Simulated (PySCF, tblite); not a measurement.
# C₆H₁₄N+: a rotation path, then NMR shifts on frames, part 2 of 2

tblite 0.8.0 and PySCF 2.14.0. Atoms count from 0. Earlier steps stand in the parts before.

### 6 Nuclear shieldings: image 6, PBE0/pcSseg-1

What the job is given:

```
{"job": {"kind": "nmr", "xc": "PBE0", "basis": "pcSseg-1", "pop": false}, "charge": 1, "multiplicity": 1}
C     -2.283100    -0.670800    -0.080200
N     -1.184100     0.157600    -0.608900
C     -1.031900     1.378500     0.203700
C      0.103400    -0.620600    -0.773700
C      1.030500    -0.567400     0.413400
C      2.512800    -0.654900     0.157600
C      1.918500     0.628600     0.629300
H     -2.011900    -1.074100     0.892900
H     -3.181600    -0.065100     0.030100
H     -2.503900    -1.491900    -0.759500
H     -1.462200     0.453200    -1.549900
H     -0.270900     2.027400    -0.220800
H     -1.974400     1.921100     0.236400
H     -0.743200     1.112200     1.217800
H      0.625500    -0.224400    -1.646200
H     -0.171200    -1.657500    -0.981900
H      0.671300    -1.085300     1.293400
H      3.113600    -1.229400     0.842600
H      2.853800    -0.711100    -0.864400
H      2.106300     0.945900     1.642500
H      1.873800     1.445000    -0.074900
```

Method: GIAO PBE0/pcSseg-1 NMR shielding, non-relativistic, gas phase.

Output:

```text
coarse grid: 16264 points
cycle   1  E = -291.0566327030  dE =  1.080e+00  |g| = 4.598e-01  |ddm| = 3.773e+00
cycle   2  E = -291.0288933912  dE =  2.774e-02  |g| = 6.165e-01  |ddm| = 9.952e-01
cycle   3  E = -291.1101770057  dE = -8.128e-02  |g| = 4.912e-02  |ddm| = 4.671e-01
cycle   4  E = -291.1105688444  dE = -3.918e-04  |g| = 2.295e-02  |ddm| = 5.265e-02
cycle   5  E = -291.1106857853  dE = -1.169e-04  |g| = 5.709e-03  |ddm| = 2.004e-02
cycle   6  E = -291.1106931933  dE = -7.408e-06  |g| = 1.133e-03  |ddm| = 5.789e-03
final grid: 153448 points
cycle   7  E = -291.1512102362  dE = -7.490e-05  |g| = 1.024e-02  |ddm| = 4.001e-02
cycle   8  E = -291.1512048970  dE =  5.339e-06  |g| = 1.131e-02  |ddm| = 1.697e-02
cycle   9  E = -291.1512369721  dE = -3.208e-05  |g| = 6.686e-04  |ddm| = 9.192e-03
cycle  10  E = -291.1512370618  dE = -8.963e-08  |g| = 2.422e-04  |ddm| = 7.894e-04
cycle  11  E = -291.1512370749  dE = -1.311e-08  |g| = 5.318e-05  |ddm| = 2.003e-04
cycle  12  E = -291.1512370755  dE = -5.851e-10  |g| = 1.540e-05  |ddm| = 5.169e-05
converged SCF energy = -291.1512370755

GIAO shielding tensors (ppm)
atom      isotropic    diamagn.    paramagn.     s11        s22        s33       span
  0 C      140.797     247.484    -106.687    103.449    130.959    187.984     84.535
  1 N      199.263     324.834    -125.571    182.632    199.501    215.656     33.024
  2 C      143.253     251.358    -108.105    122.723    130.652    176.385     53.662
  3 C      120.480     250.866    -130.386     87.927    115.099    158.414     70.487
  4 C      180.058     251.803     -71.745    151.008    171.403    217.762     66.755
  5 C      178.816     255.073     -76.257    147.268    180.394    208.784     61.516
  6 C      175.573     252.242     -76.669    140.308    179.179    207.231     66.923
  7 H       28.388      30.102      -1.714     24.361     26.998     33.806      9.445
  8 H       28.643      27.644       0.999     23.857     26.258     35.813     11.956
  9 H       28.530      28.261       0.270     24.038     25.707     35.845     11.807
 10 H       27.095      32.346      -5.251     21.164     22.618     37.504     16.340
 11 H       28.448      32.113      -3.664     22.630     28.255     34.458     11.828
 12 H       28.721      29.751      -1.030     23.967     26.734     35.462     11.496
 13 H       28.180      32.681      -4.501     23.730     28.816     31.995      8.265
 14 H       29.189      33.202      -4.013     22.883     30.626     34.058     11.175
 15 H       27.708      32.374      -4.666     21.763     28.891     32.471     10.709
 16 H       30.716      32.926      -2.210     23.172     28.954     40.023     16.851
 17 H       30.204      29.625       0.579     24.282     25.471     40.859     16.577
 18 H       30.958      31.158      -0.201     24.925     28.011     39.938     15.013
 19 H       30.382      30.313       0.069     25.295     25.539     40.311     15.016
 20 H       31.197      32.087      -0.890     26.317     28.439     38.836     12.519
```

Run time: 27 s. Hardware: 1 thread of Arm Neoverse V1, shared host; peak memory 0.88 GiB.

This run: δ C3 66.4, C0 46.1, C2 43.7, C6 11.4, H10 4.62, H15 4.01 ppm.

### 7 NMR shieldings: image 8, PBE0/pcSseg-1

What the job is given:

```
{"job": {"kind": "nmr", "xc": "PBE0", "basis": "pcSseg-1", "pop": false}, "charge": 1, "multiplicity": 1}
C     -2.090200    -0.692600     0.163600
N     -1.216200     0.169600    -0.653200
C     -1.110400     1.516800    -0.065000
C      0.131200    -0.445400    -0.902000
C      0.955200    -0.640300     0.344700
C      2.446300    -0.762900     0.187000
C      1.866100     0.450200     0.837000
H     -1.709900    -0.750900     1.180800
H     -3.097900    -0.281800     0.194700
H     -2.134000    -1.695300    -0.257300
H     -1.661200     0.267200    -1.572400
H     -0.509100     2.160700    -0.703600
H     -2.099200     1.958200     0.043400
H     -0.641000     1.451800     0.914200
H      0.670100     0.205200    -1.594400
H     -0.036000    -1.407900    -1.393300
H      0.507900    -1.288200     1.086300
H      2.959400    -1.486000     0.798900
H      2.864500    -0.662500    -0.801800
H      1.987500     0.571500     1.901800
H      1.907800     1.379600     0.289900
```

Level: GIAO PBE0/pcSseg-1 NMR shielding, non-relativistic, gas phase.

Output:

```text
coarse grid: 16264 points
cycle   1  E = -291.0599344843  dE =  1.082e+00  |g| = 4.594e-01  |ddm| = 3.771e+00
cycle   2  E = -291.0329648610  dE =  2.697e-02  |g| = 6.136e-01  |ddm| = 9.991e-01
cycle   3  E = -291.1135076095  dE = -8.054e-02  |g| = 4.820e-02  |ddm| = 4.686e-01
cycle   4  E = -291.1138810999  dE = -3.735e-04  |g| = 2.290e-02  |ddm| = 5.279e-02
cycle   5  E = -291.1139975587  dE = -1.165e-04  |g| = 5.685e-03  |ddm| = 2.013e-02
cycle   6  E = -291.1140049248  dE = -7.366e-06  |g| = 1.090e-03  |ddm| = 5.781e-03
final grid: 153448 points
cycle   7  E = -291.1552844363  dE = -6.974e-05  |g| = 1.033e-02  |ddm| = 3.851e-02
cycle   8  E = -291.1552784801  dE =  5.956e-06  |g| = 1.152e-02  |ddm| = 1.752e-02
cycle   9  E = -291.1553116903  dE = -3.321e-05  |g| = 7.069e-04  |ddm| = 9.436e-03
cycle  10  E = -291.1553117901  dE = -9.982e-08  |g| = 2.453e-04  |ddm| = 8.272e-04
cycle  11  E = -291.1553118031  dE = -1.303e-08  |g| = 5.601e-05  |ddm| = 1.922e-04
cycle  12  E = -291.1553118037  dE = -6.079e-10  |g| = 1.868e-05  |ddm| = 5.607e-05
converged SCF energy = -291.1553118037

GIAO shielding tensors (ppm)
atom      isotropic    diamagn.    paramagn.     s11        s22        s33       span
  0 C      143.568     249.334    -105.766    112.773    130.417    187.514     74.741
  1 N      196.947     324.756    -127.810    186.375    193.865    210.600     24.226
  2 C      143.330     251.056    -107.726    115.982    130.007    184.001     68.018
  3 C      119.878     252.030    -132.152     93.570    111.684    154.381     60.811
  4 C      182.193     252.156     -69.963    154.938    170.665    220.975     66.037
  5 C      182.331     254.731     -72.399    151.737    180.972    214.285     62.548
  6 C      176.120     251.765     -75.645    141.945    178.643    207.772     65.828
  7 H       28.298      31.015      -2.717     24.083     27.761     33.050      8.966
  8 H       28.475      28.033       0.442     23.980     25.807     35.637     11.657
  9 H       28.649      29.362      -0.713     24.083     25.926     35.939     11.855
 10 H       27.071      31.522      -4.451     21.315     22.093     37.805     16.491
 11 H       28.827      30.947      -2.120     24.404     26.482     35.595     11.192
 12 H       28.595      29.153      -0.558     23.963     26.275     35.545     11.582
 13 H       27.917      32.393      -4.476     22.807     29.322     31.623      8.816
 14 H       29.347      33.626      -4.279     23.789     30.291     33.960     10.171
 15 H       27.692      32.246      -4.555     21.747     28.255     33.074     11.326
 16 H       30.789      33.268      -2.479     22.906     29.720     39.741     16.835
 17 H       30.319      29.763       0.556     24.263     25.587     41.107     16.844
 18 H       31.042      31.097      -0.055     24.898     27.987     40.241     15.344
 19 H       30.401      30.115       0.286     25.248     25.403     40.551     15.302
 20 H       31.136      31.815      -0.679     26.235     28.201     38.971     12.737
```

It took 30 s on 1 thread of Arm Neoverse V1, shared host; peak memory 0.94 GiB.

In short: δ C3 67.0, C2 43.6, C0 43.4, C6 10.8, H10 4.65, H15 4.03 ppm.

### 8 Comparing the runs: NMR shifts

Shifts (ppm) of some atoms, chosen among heavy atoms and hydrogens apart, with basis size and wall time:

```tsv
frame	C0	C5	C4	C6	H11	H13	N1	functions	time
image 0	46.0	11.4	11.2	3.8	3.68	2.75	76.5	189	42 s
image 2	45.9	12.1	10.4	4.7	4.01	2.79	69.4	189	31 s
image 4	48.4	10.9	9.7	9.9	4.10	3.10	64.4	189	30 s
image 6	46.1	8.1	6.9	11.4	3.27	3.54	68.5	189	27 s
image 8	43.4	4.6	4.7	10.8	2.89	3.80	70.8	189	30 s
```

### 9 Summary of results

This closing draws on all 2 parts.

| quantity | value |
| --- | --- |
| barrier | 0.216 eV (5.0 kcal/mol) at image 4 |
| end to end (GFN2-xTB) | 0.063 eV |
| 13C shifts against TMS (PBE0/pcSseg-1, image 0) | 68.9, 46.0, 42.8, 11.4, 11.2, 3.8 ppm |
| 1H shifts against TMS (PBE0/pcSseg-1, image 0) | 4.10, 3.68, 3.68, 3.18, 3.13, 3.08, 3.07, 2.75, 2.28, 1.58, 1.32, 1.12, 0.93, 0.17 ppm |
| 15N shifts against NH3 (PBE0/pcSseg-1, image 0) | 76.5 ppm |
| range of the shift of N1 | 64.4 to 76.5 ppm |

What this shows: Along the band the dihedral turns by 130°, and the top (dihedral 232°) lies 5.0 kcal/mol above the start (GFN2-xTB, rough), so at room temperature this motion is fast. The top was not checked by a frequency run. Shifts at one fixed geometry are not the observed spectrum, which averages over the motion. In the first frame run (image 0): Shielding is most anisotropic at C0 (span 81 ppm, paramagnetic term -106 ppm). At PBE0/pcSseg-1, counted by nearest atom on the grid, the HOMO lies on C5, C6 about 31 % each; C4 10 %, the LUMO on H10 34 %; N1 8 %. In ppm, N1 moves most: its shift spreads over 12.1 ppm, from 64.4 (image 4) to 76.5 (image 0).
